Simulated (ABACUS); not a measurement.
Runs of ABACUS 3.10.1 on NaLaMnMoO6. It takes space group Cm (No. 8, monoclinic). Conventional cell: a = 9.445 Å, b = 5.474 Å, c = 5.485 Å, α = 90.00°, β = 125.39°, γ = 90.00°. La (site symmetry m) is surrounded by 7 O at 2.43 to 2.76 Å. Around Mo (site symmetry m) lie 6 O at 1.96 to 1.98 Å. Mn (site symmetry m) has 6 O at 1.94 to 1.95 Å as nearest neighbours. Na (site symmetry m) is surrounded by 7 O at 2.42 to 2.76 Å. O (site symmetry 1) is surrounded by 1 Mn at 1.94 Å and 1 Mo at 1.97 Å. Around O (site symmetry m) lie 1 Mn at 1.94 Å and 1 Mo at 1.96 Å. O (site symmetry m) is surrounded by 1 Mn at 1.95 Å and 1 Mo at 1.98 Å. Around O (site symmetry 1) lie 1 Mn at 1.94 Å and 1 Mo at 1.97 Å. The cell was built by a generator and needn't be a form met in nature.

```tsv
task	level	potentials or basis	k mesh	cutoff (eV)	SCF threshold on the density	eigensolver	symmetry key	threshold of the eigensolver	path	gap on the mesh (eV)	pressure (GPa)	moment (μB)	largest force (eV/Å)
single point	PBEsol	PseudoDojo NC SR 0.4 PBEsol stringent, plane waves	4 × 4 × 4	1782	1e-08	dav	1	-	-	none	-7.5	(b)	0.16
single point	PBE	PseudoDojo NC SR 0.4.1 PBE standard, TZDP LCAO (the cutoffs set its grid)	6 × 6 × 6	1510	1e-07	genelpa	1	-	-	none	1.4	2.21	0.16
single point	PBE	PseudoDojo NC SR 0.4.1 PBE standard, plane waves	6 × 6 × 6	1510	1e-08	dav	1	-	-	none	0.8	2.21	0.19
single point	PBE	PseudoDojo NC SR 0.4.1 PBE standard, DZP LCAO (the cutoffs set its grid)	6 × 6 × 6	1510	1e-07	genelpa	1	-	-	none	2.3	2.21	(a)
```

Alike in all rows: spin collinear, ferromagnetic start; cell as given; smearing fermi-dirac 0.05 eV.

**Question.** Estimate the missing entries.

**Answer.** (a) 0.12; (b) 1.58.

Caveats: a cell with one magnetic atom can't hold antiferromagnetic order, which such compounds often take; semilocal functionals often make such compounds metallic where correlation or magnetic order opens a gap, which also shifts bond lengths; the atomic orbitals were generated for these runs and aren't a published set (some runs); the basis of atomic orbitals isn't converged, which shifts pressures, moduli and gaps (some runs); there are fewer bands than atomic start orbitals, so a level may be missed at k points of high symmetry (some runs).

A k mesh can miss the band edges, and the runs leave out spin-orbit coupling on La, Mo.

A gap of «none» marks a metal or a gap under the smearing width.

Not every run made on this cell is shown here.
